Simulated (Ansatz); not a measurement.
**UBLYP/aug-cc-pVDZ run of GeSiH5 (SMILES [SiH2][GeH3])**

Aim: the electronic atomisation energy of GeSiH5 at UBLYP/aug-cc-pVDZ, from 4 runs. 

The calculation is run with Ansatz 0.2.0.

27 further runs of the same task are left out: 27 set aside as unsound or not needed.

## 1. The molecule

GeSiH5 has 7 atoms, charge 0, and is taken as a doublet. As SMILES, `[SiH2][GeH3]`. The shape is that of a PBE0-D4/def2-TZVP optimisation.

Bond lengths: Si1–Ge2 2.370 Å, Si1–H3 1.489 Å, Si1–H4 1.489 Å, Ge2–H5 1.537 Å, Ge2–H6 1.541 Å, Ge2–H7 1.537 Å. Angles: Si1–Ge2–H5 109.6°, Si1–Ge2–H6 112.0°, Si1–Ge2–H7 109.7°, Ge2–Si1–H3 113.4°, Ge2–Si1–H4 113.3°, H5–Ge2–H6 108.4°, H5–Ge2–H7 108.7°, H6–Ge2–H7 108.4°, H3–Si1–H4 109.6°.

## 2. A single-point energy at UBLYP/aug-cc-pVDZ

input.yaml reads:

```yaml
crystal:
  periodic: [false, false, false]
  atoms:
    - {symbol: Si, position_ang: [-0.094700, -1.423600, -0.163400]}
    - {symbol: Ge, position_ang: [0.288700, 0.914700, -0.097700]}
    - {symbol: H, position_ang: [0.173200, -2.103400, 1.133900]}
    - {symbol: H, position_ang: [-1.456400, -1.784700, -0.645400]}
    - {symbol: H, position_ang: [0.037100, 1.517100, -1.489000]}
    - {symbol: H, position_ang: [-0.633800, 1.622900, 0.913200]}
    - {symbol: H, position_ang: [1.746900, 1.189100, 0.302700]}
basis:
  gaussian:
    orbitals: aug-cc-pVDZ
hamiltonian:
  xc: {name: BLYP}
accuracy: high
output: {orbitals: {seedname: orbitals}}
magnetization:
  spin_polarized: true
  initial_magnetization: 1
```

On the command line:

```console
$ ansatz run input.yaml --threads 1 --pin off --max-ram 3480MiB --events-out events.jsonl --progress --plain --runs-dir runs
```

Log:

```text
Warning: RAYON_NUM_THREADS=1 ignored (pool sized by the plan → 1); use --threads N
Functional definition: BLYP
  name "BLYP"
  parameter beta = 0.0042
  parameter a = 0.04918
  parameter b = 0.132
  parameter c = 0.2533
  parameter d = 0.349
  exchange = b88_x(beta = beta)
  correlation = lyp_c(a = a, b = b, c = c, d = d)
2189 factors; integrals over basis functions are off by at most 4.4e-9 eV
mean field evaluation 1: about -64474.2910 eV, gradient 1.3e1 eV
mean field evaluation 2: about -64475.4045 eV, gradient 6.6e0 eV
mean field evaluation 4: about -64475.8196 eV, gradient 2.9e-1 eV
mean field evaluation 8: about -64475.8151 eV, gradient 3.5e-2 eV
mean field evaluation 16: about -64475.8151 eV, gradient 1.2e-5 eV
mean field -64475.81513376 eV, -2369.4425028885 hartree, gradient 8.5e-8 eV, S^2 0.752211; 0 other end points of the search recorded, 0 dependent functions left out
reference -64475.81520303 eV, -2369.4425054342 hartree; 26, 25 occupied and 82, 83 virtual orbitals, 2189 factors
Total energy: -64475.81520303 eV, -2369.4425054342 hartree
```

Run time: 21 s. Hardware: 1 thread of Arm Neoverse V1, shared host; peak memory 0.36 GiB.

## 3. The Ge atom, same level

run.yaml reads:

```yaml
crystal:
  periodic: [false, false, false]
  atoms:
    - symbol: Ge
      position_ang: [0.000000, 0.000000, 0.000000]
basis:
  gaussian: {orbitals: aug-cc-pVDZ}
magnetization: {spin_polarized: true, initial_magnetization: 2}
hamiltonian: {xc: {name: BLYP}}
accuracy: high
```

Run the same way, it converges to -2076.95448 Eh (log not shown).

## 4. The H atom, same level

input.yaml reads:

```yaml
crystal:
  periodic: [false, false, false]
  atoms:
    - {symbol: H, position_ang: [0.000000, 0.000000, 0.000000]}
basis:
  gaussian: {orbitals: aug-cc-pVDZ}
magnetization: {spin_polarized: true, initial_magnetization: 1}
hamiltonian: {xc: {name: BLYP}}
accuracy: high
```

On the command line:

```console
$ ansatz run input.yaml --threads 1 --pin off --max-ram 3480MiB --events-out events.jsonl --progress --plain --runs-dir runs
```

Log:

```text
Warning: RAYON_NUM_THREADS=1 ignored (pool sized by the plan → 1); use --threads N
Functional definition: BLYP
  name "BLYP"
  parameter beta = 0.0042
  parameter a = 0.04918
  parameter b = 0.132
  parameter c = 0.2533
  parameter d = 0.349
  exchange = b88_x(beta = beta)
  correlation = lyp_c(a = a, b = b, c = c, d = d)
42 factors; integrals over basis functions are off by at most 4.4e-8 eV
mean field evaluation 1: about -13.5180 eV, gradient 6.9e-1 eV
mean field evaluation 2: about -13.5252 eV, gradient 1.1e-1 eV
mean field evaluation 4: about -13.5242 eV, gradient 1.8e-3 eV
mean field evaluation 8: about -13.5242 eV, gradient 1.8e-9 eV
mean field -13.52420048 eV, -0.4970052007 hartree, gradient 1.8e-9 eV, S^2 0.750000; 0 other end points of the search recorded, 0 dependent functions left out
reference -13.52423757 eV, -0.4970065635 hartree; 1, 0 occupied and 8, 9 virtual orbitals, 42 factors
Total energy: -13.52423757 eV, -0.4970065635 hartree
```

Wall time 0.16 s (1 thread of Arm Neoverse V1, shared host).

## 5. The Si atom

in.yaml reads:

```yaml
crystal:
  periodic: [false, false, false]
  atoms:
    - {symbol: Si, position_ang: [0.000000, 0.000000, 0.000000]}
basis:
  gaussian:
    orbitals: aug-cc-pVDZ
magnetization:
  spin_polarized: true
  initial_magnetization: 2
hamiltonian:
  xc: {name: BLYP}
accuracy: high
```

Run the same way, it converges to -289.37388 Eh (log not shown).

## 6. What came out

At UBLYP/aug-cc-pVDZ:

| quantity | value |
| --- | --- |
| molecule: total energy | -2369.44251 Eh |
| molecule: HOMO energy (highest over α and β) | -4.99 eV |
| molecule: LUMO energy (lowest over α and β) | -3.65 eV |
| molecule: ⟨S²⟩ | 0.752 |
| Ge atom: total energy | -2076.95448 Eh |
| Ge atom: ⟨S²⟩ | 2.001 |
| H atom: total energy | -0.49701 Eh |
| H atom: ⟨S²⟩ | 0.750 |
| Si atom: total energy | -289.37388 Eh |
| Si atom: ⟨S²⟩ | 2.003 |
| electronic atomisation energy | 17.119 eV |

Taking the molecule apart into free atoms costs 17.12 eV (1652 kJ/mol), before zero-point energy and without spin-orbit coupling.
